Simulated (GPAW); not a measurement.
# SnSe2 (P-3m1) in GPAW: further runs, part 2 of 3

GPAW 26.7.0. Earlier steps stand in the parts before.

### Step 3. Eps q, GLLB-SC (volume scaled by 1.04)

File run.py:

```python
import numpy as np
from ase import Atoms
from ase.dft.bandgap import bandgap
from ase.io import write
from gpaw import GPAW, PW
from gpaw.response.df import DielectricFunction

atoms = Atoms(['Sn', 'Se', 'Se'],
              cell=[[3.861150488, 0.0, 0.0],
                    [-1.930575244, 3.3438544104, 0.0],
                    [0.0, 0.0, 6.2167461018]],
              scaled_positions=[[0.0, 0.0, 0.0],
                                [0.6666666667, 0.3333333333, 0.751],
                                [0.3333333333, 0.6666666667, 0.249]],
              pbc=True)

calc = GPAW(mode=PW(500),
            xc='GLLBSC',
            kpts={'size': (7, 7, 4), 'gamma': True},
            occupations={'name': 'fermi-dirac', 'width': 0.001},
            nbands=24,
            convergence={'density': 1e-06},
            maxiter=150,
            txt='gpaw.txt')
atoms.calc = calc
energy = atoms.get_potential_energy()
calc.write('gs.gpw')
write('result.traj', atoms)
print('Fermi level:', round(calc.get_fermi_level(), 4), 'eV')
print(f'Gap: {bandgap(calc)[0]:.4f} eV, direct: {bandgap(calc, direct=True)[0]:.4f} eV')

dense = calc.fixed_density(kpts={'size': (11, 11, 6), 'gamma': True},
                           nbands=49, convergence={'bands': 43},
                           update_fermi_level=True, txt='dense.txt')
dense.write('dense.gpw', mode='all')

df = DielectricFunction('dense.gpw', frequencies=np.array([0.0]), hilbert=False, eta=0.001,
                        ecut=60, nbands=43, txt='df.txt')
for q_c in [[0.0909090909, 0.0, 0.0], [0.1818181818, 0.0, 0.0], [0.2727272727, 0.0, 0.0], [0.4545454545, 0.0, 0.0], [0.7272727273, 0.0, 0.0], [0.9090909091, 0.0, 0.0], [0.0909090909, 0.0909090909, 0.1666666667], [0.1818181818, 0.1818181818, 0.3333333333], [0.2727272727, 0.2727272727, 0.5], [0.3636363636, 0.3636363636, 0.6666666667], [0.4545454545, 0.4545454545, 0.8333333333]]:
    e0, e = df.get_dielectric_function(xc='ALDA', q_c=q_c, filename=None)
    q = np.linalg.norm(2 * np.pi * np.array(q_c) @ atoms.cell.reciprocal())
    print(q_c, f'|q| = {q:.4f} 1/A: eps {e0[0].real:.4f} without, {e[0].real:.4f} with local fields')
```

Potentials or basis: the program's PAW data sets (release 1.2.1) made for this functional, pw.

The run is started by

```
$ OMP_NUM_THREADS=1 python run.py
```

gpaw.txt:

```text
___ ___ ___ _ _ _
 |   |   |_  | | | |
 | | | | | . | | | |
 |__ |  _|___|_____|  26.7.0
 |___|_|

Input parameters:
  convergence: {density: 1e-06}
  kpts: {gamma: True,
         size: (7, 7, 4)}
  maxiter: 150
  mode: {ecut: 500.0,
         name: pw}
  nbands: 24
  occupations: {name: fermi-dirac,
                width: 0.001}
  xc: GLLBSC

System changes: positions, numbers, cell, pbc, initial_charges, initial_magmoms

Initialize ...

species:
  Sn:
    name:    Tin
    Z:       50.0
    valence: 14
    core:    36
    charge:  0.0  # [|e|]
    compensation charges:
      type: gauss
      rc: 0.38  # [Å]
      lmax: 2
    cutoffs:
      filter: 2.23  # [Å]
      core: 2.35  # [Å]
    projectors
    | kind |    occ | energy [eV] | rcut [Å] |
    |------|--------|-------------|----------|
    |   5s |  2.000 |     -11.581 |    1.201 |
    |   5p |  2.000 |      -5.035 |    1.270 |
    |   4d | 10.000 |     -27.256 |    1.185 |
    |    s |        |      15.630 |    1.201 |
    |    p |        |      22.176 |    1.270 |
    |    d |        |      -0.045 |    1.185 |

    Using partial waves for Sn as LCAO basis

  Se:
    name:    Selenium
    Z:       34.0
    valence: 6
    core:    28
    charge:  0.0  # [|e|]
    compensation charges:
      type: gauss
      rc: 0.27  # [Å]
      lmax: 2
    cutoffs:
      filter: 1.77  # [Å]
      core: 2.61  # [Å]
    projectors
    | kind |    occ | energy [eV] | rcut [Å] |
    |------|--------|-------------|----------|
    |   4s |  2.000 |     -19.929 |    0.847 |
    |   4p |  4.000 |      -9.440 |    1.005 |
    |    s |        |       7.282 |    0.847 |
    |    p |        |      17.771 |    1.005 |
    |    d |        |       0.000 |    0.847 |

    Using partial waves for Se as LCAO basis

Reference energy: -300051.150246  # eV

Spin-paired calculation

Convergence criteria:
 Maximum [total energy] change in last 3 cyles: 0.0005 eV / valence electron
 Maximum integral of absolute [dens]ity change: 1e-06 electrons / valence electron
 Maximum integral of absolute [eigenst]ate change: 4e-08 eV^2 / valence electron
 Maximum number of scf [iter]ations: 150
 (Square brackets indicate name in SCF output, whereas a 'c' in
 the SCF output indicates the quantity has converged.)

Symmetries present (total): 12

[... 27 lines left out ...]
  Pulay-stress correction: 0.000000 eV/Ang^3 (de/decut=0.000000)
  Using FFTW library
  ScaLapack parameters: grid=1x1, blocksize=None
  Wavefunction extrapolation:
    Improved wavefunction reuse through dual PAW basis

Occupation numbers: Fermi-Dirac:
  width: 0.0010  # eV

Eigensolver
   Davidson(niter=2)

Densities:
  Coarse grid: 20*20*35 grid
  Fine grid: 40*40*70 grid
  Total Charge: 0.000000

Density mixing:
  Method: separate
  Backend: msr1
  Linear mixing parameter: 0.05
  old densities: 10
  Width of damping distribution: 1.1
  Damping of long wavelength oscillations: 20

Hamiltonian:
  XC and Coulomb potentials evaluated on a 40*40*70 grid
  Using the GLLBSC Exchange-Correlation functional
  External potential:
    NoExternalPotential

XC parameters: GLLBSC functional being used consists of
  -----------------------------------------------------------------------
  | Weight | Module     | Description                                   |
  -----------------------------------------------------------------------
  |  1.000 | SCREENING  | GGA_X_PBE_SOL with 2 nearest neighbor stencil |
  |  1.000 | RESPONSE   | eps=0.0500 eV                                 |
  |  1.000 | XC         | GGA_C_PBE_SOL with 2 nearest neighbor stencil |
  -----------------------------------------------------------------------

Number of atoms: 3
Number of atomic orbitals: 17
Number of bands in calculation: 24
Number of valence electrons: 26
Bands to converge: occupied

... initialized

Initializing position-dependent things.

Density initialized from atomic densities
Creating initial wave functions:
  17 bands from LCAO basis set
  7 bands from random numbers

             Se

         Se

       Sn

Atomic positions and initial magnetic moments

Positions:
   0 Sn     0.000000    0.000000    0.000000    ( 0.0000,  0.0000,  0.0000)
   1 Se     1.930575    1.114618    4.668776    ( 0.0000,  0.0000,  0.0000)
   2 Se    -0.000000    2.229236    1.547970    ( 0.0000,  0.0000,  0.0000)

Unit cell:
           periodic     x           y           z      points  spacing
  1. axis:    yes    3.861150    0.000000    0.000000    20     0.1672
  2. axis:    yes   -1.930575    3.343854    0.000000    20     0.1672
  3. axis:    yes    0.000000    0.000000    6.216746    35     0.1776

  Lengths:   3.861150   3.861150   6.216746
  Angles:   90.000000  90.000000 120.000000

Effective grid spacing dv^(1/3) = 0.1790

iter:   1   -14.405108
iter:   2   -14.387876   -1.26  -1.12
iter:   3   -13.497690   -1.49  -1.09
iter:   4   -13.283349   -2.45  -1.21
iter:   5   -13.139330   -2.21  -1.24
iter:   6   -13.039711   -3.44  -1.69
iter:   7   -13.008646   -4.39  -1.89
iter:   8   -13.028750   -3.08  -1.84
iter:   9   -13.027303   -4.62  -3.25
iter:  10   -13.023912c  -5.49  -3.21
iter:  11   -13.023146c  -5.54  -3.35
iter:  12   -13.022109c  -6.61  -3.67
iter:  13   -13.020809c  -7.14  -4.13
iter:  14   -13.021037c  -8.48c -4.86
iter:  15   -13.020993c  -9.40c -5.34
iter:  16   -13.020933c -10.07c -5.65
iter:  17   -13.020954c -10.84c -5.88
iter:  18   -13.020952c -11.76c -6.53c

Converged after 18 iterations.

Dipole moment: (-0.000000, 0.000000, -0.000000) |e|*Ang

Energy contributions relative to reference atoms: (reference = -300051.150246)

Kinetic:        +71.441650
Potential:      -66.362801
External:        +0.000000
XC:             -18.531103
Entropy (-ST):   -0.000000
Local:           +0.431302
SIC:             +0.000000
--------------------------
Free energy:    -13.020952
Extrapolated:   -13.020952

GLLBSC response reference energy: 3.38033 eV (from HOMO)

Showing only first 2 kpts
 Kpt  Band  Eigenvalues  Occupancy
  0    11      3.03670    2.00000
  0    12      3.38032    2.00000
  0    13      4.64986    0.00000
  0    14      6.69135    0.00000

  1    11      3.11583    2.00000
  1    12      3.11583    2.00000
  1    13      5.41921    0.00000
  1    14      6.69547    0.00000

Fermi level: 3.93205

Gap: 1.020 eV
Transition (v -> c):
  (s=0, k=0, n=12, [0.00, 0.00, 0.00]) -> (s=0, k=18, n=13, [0.43, 0.00, -0.25])
Direct/indirect transitions are different
Direct gap: 1.270 eV
Transition at: (s=0, k=0, n=12, [0.00, 0.00, 0.00])
Writing to gs.gpw (mode='')
```

It took 13 min on 1 thread of Arm Neoverse V1, shared host; peak memory 1.1 GiB.

Results:

```
Band gap on the k mesh, Kohn-Sham part alone : 1.02 eV, indirect (least direct gap 1.27 eV)
```

Caveat: a model potential gives levels but no total energy; response on these states lacks terms of the Hamiltonian; spin-orbit coupling is left out, which moves the levels of the heavy elements; an odd mesh through Γ misses points on the zone boundary, where band edges often lie.

### Step 4. RPA correlation energy, PBE

File run.py:

```python
import numpy as np
from ase import Atoms
from ase.units import Bohr, Ha
from gpaw import GPAW, PW
from gpaw.hybrids.energy import non_self_consistent_energy
from gpaw.xc.rpa import RPACorrelation

atoms = Atoms(['Sn', 'Se', 'Se'],
              cell=[[3.811, 0.0, 0.0],
                    [-1.9055, 3.3004228138, 0.0],
                    [0.0, 0.0, 6.136]],
              scaled_positions=[[0.0, 0.0, 0.0],
                                [0.6666666667, 0.3333333333, 0.751],
                                [0.3333333333, 0.6666666667, 0.249]],
              pbc=True)

for x in [1.0]:
    ecuts = np.array([64.0, 80.0, 100])
    a = atoms.copy()
    a.set_cell(atoms.cell * x**(1 / 3), scale_atoms=True)
    calc = GPAW(mode=PW(450),
                xc='PBE',
                kpts={'size': (3, 3, 2), 'gamma': True},
                occupations={'name': 'fermi-dirac', 'width': 0.05},
                nbands=24,
                convergence={'density': 1e-06},
                maxiter=100,
                txt=f'gs-{x:.2f}.txt')
    a.calc = calc
    dft = a.get_potential_energy(force_consistent=True)
    calc.write(f'gs-{x:.2f}.gpw')
    exx = non_self_consistent_energy(calc, 'EXX').sum()
    calc.diagonalize_full_hamiltonian(nbands=int(a.get_volume() / Bohr**3 * (ecuts[-1] / Ha)**1.5 * 2**0.5 / 3 / np.pi**2) + 30)
    calc.write(f'full-{x:.2f}.gpw', mode='all')
    ec = RPACorrelation(f'full-{x:.2f}.gpw', ecut=ecuts, nfrequencies=12, skip_gamma=False, txt=f'rpa-{x:.2f}.txt').calculate()
    slope, ec_inf = np.polyfit(ecuts**-1.5, ec, 1)
    print(f'V = {a.get_volume():.4f} A^3: DFT {dft:.5f}, EXX {exx:.5f}, correlation', *ec.round(5), f'extrapolated {ec_inf:.5f}, total {exx + ec_inf:.5f} eV', flush=True)
```

Potentials or basis: GPAW PAW data sets (gpaw-data 1.2.1), pw.

The run is started by

```
$ OMP_NUM_THREADS=1 python run.py
```

Log:

```text
Using integrator: PointIntegrator
FrequencyDescriptor(from 0.000+0.003j to 0.000+800.000j eV, 12 points)
Nonperiodic BCs:  [False False False]
Using integrator: PointIntegrator
FrequencyDescriptor(from 0.000+0.003j to 0.000+800.000j eV, 12 points)
Nonperiodic BCs:  [False False False]
Integrating chi0 body.

Symmetries of q_c:
    Direct symmetries (Uq -> q): 12
    Indirect symmetries (TUq -> q): 0
In total 12 allowed symmetries.

  ( 1  1  0)  ( 1  1  0)  ( 1  0  0)  ( 1  0  0)  ( 0  1  0)  ( 0  1  0)
  ( 0 -1  0)  (-1  0  0)  ( 0  1  0)  (-1 -1  0)  ( 1  0  0)  (-1 -1  0)
  ( 0  0  1)  ( 0  0 -1)  ( 0  0  1)  ( 0  0 -1)  ( 0  0 -1)  ( 0  0  1)

  ( 0 -1  0)  ( 0 -1  0)  (-1  0  0)  (-1  0  0)  (-1 -1  0)  (-1 -1  0)
  ( 1  1  0)  (-1  0  0)  ( 1  1  0)  ( 0 -1  0)  ( 1  0  0)  ( 0  1  0)
  ( 0  0 -1)  ( 0  0  1)  ( 0  0  1)  ( 0  0 -1)  ( 0  0  1)  ( 0  0 -1)

6 groups of equivalent kpoints. 66.66666666666667% reduction.

Integral kind: hermitian response function
Integrating chi0 head and wings.

Symmetries of q_c:
    Direct symmetries (Uq -> q): 12
    Indirect symmetries (TUq -> q): 0
In total 12 allowed symmetries.

  ( 1  1  0)  ( 1  1  0)  ( 1  0  0)  ( 1  0  0)  ( 0  1  0)  ( 0  1  0)
  ( 0 -1  0)  (-1  0  0)  ( 0  1  0)  (-1 -1  0)  ( 1  0  0)  (-1 -1  0)
  ( 0  0  1)  ( 0  0 -1)  ( 0  0  1)  ( 0  0 -1)  ( 0  0 -1)  ( 0  0  1)

  ( 0 -1  0)  ( 0 -1  0)  (-1  0  0)  (-1  0  0)  (-1 -1  0)  (-1 -1  0)
  ( 1  1  0)  (-1  0  0)  ( 1  1  0)  ( 0 -1  0)  ( 1  0  0)  ( 0  1  0)
  ( 0  0 -1)  ( 0  0  1)  ( 0  0  1)  ( 0  0 -1)  ( 0  0  1)  ( 0  0 -1)

6 groups of equivalent kpoints. 66.66666666666667% reduction.

Integral kind: hermitian response function wings
Integrating chi0 body.

Symmetries of q_c:
    Direct symmetries (Uq -> q): 12
    Indirect symmetries (TUq -> q): 0
In total 12 allowed symmetries.

  ( 1  1  0)  ( 1  1  0)  ( 1  0  0)  ( 1  0  0)  ( 0  1  0)  ( 0  1  0)
  ( 0 -1  0)  (-1  0  0)  ( 0  1  0)  (-1 -1  0)  ( 1  0  0)  (-1 -1  0)
  ( 0  0  1)  ( 0  0 -1)  ( 0  0  1)  ( 0  0 -1)  ( 0  0 -1)  ( 0  0  1)

  ( 0 -1  0)  ( 0 -1  0)  (-1  0  0)  (-1  0  0)  (-1 -1  0)  (-1 -1  0)
  ( 1  1  0)  (-1  0  0)  ( 1  1  0)  ( 0 -1  0)  ( 1  0  0)  ( 0  1  0)
  ( 0  0 -1)  ( 0  0  1)  ( 0  0  1)  ( 0  0 -1)  ( 0  0  1)  ( 0  0 -1)

6 groups of equivalent kpoints. 66.66666666666667% reduction.

Integral kind: hermitian response function
Integrating chi0 head and wings.

Symmetries of q_c:
    Direct symmetries (Uq -> q): 12
    Indirect symmetries (TUq -> q): 0
In total 12 allowed symmetries.

  ( 1  1  0)  ( 1  1  0)  ( 1  0  0)  ( 1  0  0)  ( 0  1  0)  ( 0  1  0)
  ( 0 -1  0)  (-1  0  0)  ( 0  1  0)  (-1 -1  0)  ( 1  0  0)  (-1 -1  0)
  ( 0  0  1)  ( 0  0 -1)  ( 0  0  1)  ( 0  0 -1)  ( 0  0 -1)  ( 0  0  1)

  ( 0 -1  0)  ( 0 -1  0)  (-1  0  0)  (-1  0  0)  (-1 -1  0)  (-1 -1  0)
  ( 1  1  0)  (-1  0  0)  ( 1  1  0)  ( 0 -1  0)  ( 1  0  0)  ( 0  1  0)
  ( 0  0 -1)  ( 0  0  1)  ( 0  0  1)  ( 0  0 -1)  ( 0  0  1)  ( 0  0 -1)

6 groups of equivalent kpoints. 66.66666666666667% reduction.

Integral kind: hermitian response function wings
Integrating chi0 body.

Symmetries of q_c:
    Direct symmetries (Uq -> q): 12
    Indirect symmetries (TUq -> q): 0
In total 12 allowed symmetries.

  ( 1  1  0)  ( 1  1  0)  ( 1  0  0)  ( 1  0  0)  ( 0  1  0)  ( 0  1  0)
  ( 0 -1  0)  (-1  0  0)  ( 0  1  0)  (-1 -1  0)  ( 1  0  0)  (-1 -1  0)
  ( 0  0  1)  ( 0  0 -1)  ( 0  0  1)  ( 0  0 -1)  ( 0  0 -1)  ( 0  0  1)

  ( 0 -1  0)  ( 0 -1  0)  (-1  0  0)  (-1  0  0)  (-1 -1  0)  (-1 -1  0)
  ( 1  1  0)  (-1  0  0)  ( 1  1  0)  ( 0 -1  0)  ( 1  0  0)  ( 0  1  0)
  ( 0  0 -1)  ( 0  0  1)  ( 0  0  1)  ( 0  0 -1)  ( 0  0  1)  ( 0  0 -1)

6 groups of equivalent kpoints. 66.66666666666667% reduction.

Integral kind: hermitian response function
Integrating chi0 head and wings.

Symmetries of q_c:
    Direct symmetries (Uq -> q): 12
    Indirect symmetries (TUq -> q): 0
In total 12 allowed symmetries.

  ( 1  1  0)  ( 1  1  0)  ( 1  0  0)  ( 1  0  0)  ( 0  1  0)  ( 0  1  0)
  ( 0 -1  0)  (-1  0  0)  ( 0  1  0)  (-1 -1  0)  ( 1  0  0)  (-1 -1  0)
  ( 0  0  1)  ( 0  0 -1)  ( 0  0  1)  ( 0  0 -1)  ( 0  0 -1)  ( 0  0  1)

  ( 0 -1  0)  ( 0 -1  0)  (-1  0  0)  (-1  0  0)  (-1 -1  0)  (-1 -1  0)
  ( 1  1  0)  (-1  0  0)  ( 1  1  0)  ( 0 -1  0)  ( 1  0  0)  ( 0  1  0)
  ( 0  0 -1)  ( 0  0  1)  ( 0  0  1)  ( 0  0 -1)  ( 0  0  1)  ( 0  0 -1)

6 groups of equivalent kpoints. 66.66666666666667% reduction.

Integral kind: hermitian response function wings
Integrating chi0 body.

Symmetries of q_c:
    Direct symmetries (Uq -> q): 12
    Indirect symmetries (TUq -> q): 0
In total 12 allowed symmetries.

  ( 1  1  0)  ( 1  1  0)  ( 1  0  0)  ( 1  0  0)  ( 0  1  0)  ( 0  1  0)
  ( 0 -1  0)  (-1  0  0)  ( 0  1  0)  (-1 -1  0)  ( 1  0  0)  (-1 -1  0)
  ( 0  0  1)  ( 0  0 -1)  ( 0  0  1)  ( 0  0 -1)  ( 0  0 -1)  ( 0  0  1)
[... 205 lines left out ...]
  ( 1  0  0)  ( 1  0  0)  ( 0  1  0)  ( 0  1  0)  (-1 -1  0)  (-1 -1  0)
  ( 0  1  0)  (-1 -1  0)  ( 1  0  0)  (-1 -1  0)  ( 1  0  0)  ( 0  1  0)
  ( 0  0  1)  ( 0  0 -1)  ( 0  0 -1)  ( 0  0  1)  ( 0  0  1)  ( 0  0 -1)

8 groups of equivalent kpoints. 55.55555555555556% reduction.

Integral kind: hermitian response function
```

stdout:

```text
IBZ(<points: 6, symmetries: 12>)
Occupied bands: 14
DFT energy: -11.52501970220608 eV
minus DFT-XC energy: 15.410976042924858 eV
Core-core contribution:          -8647.504
Valence-core contribution:        -219.563
Valence-valence contribution:     -269.189
V = 77.1781 A^3: DFT -11.52502, EXX 127.82681, correlation -18.67653 -20.69041 -22.40855 extrapolated -26.24334, total 101.58347 eV
```

Run time: 72 s. Hardware: 1 thread of Arm Neoverse V2, shared host; peak memory 0.42 GiB.

These settings aren't checked as converged: the numbers below hold their error.

What came out:

| Item | Value |
| --- | --- |
| Free energy | -11.5250 eV |
| Band gap on the k mesh, mean-field level | 1.09 eV, direct |
| RPA total energy per cell | 101.583 eV |

Caveat: the k mesh is coarse (spacing up to 0.63 Å⁻¹), so the values aren't converged; the long-wavelength limit can be off by a per cent or two; the response cutoff is short for absolute correlation energies; spin-orbit coupling is left out, which moves the levels of the heavy elements; an odd mesh through Γ misses points on the zone boundary, where band edges often lie.

[end of part 2 of 3]
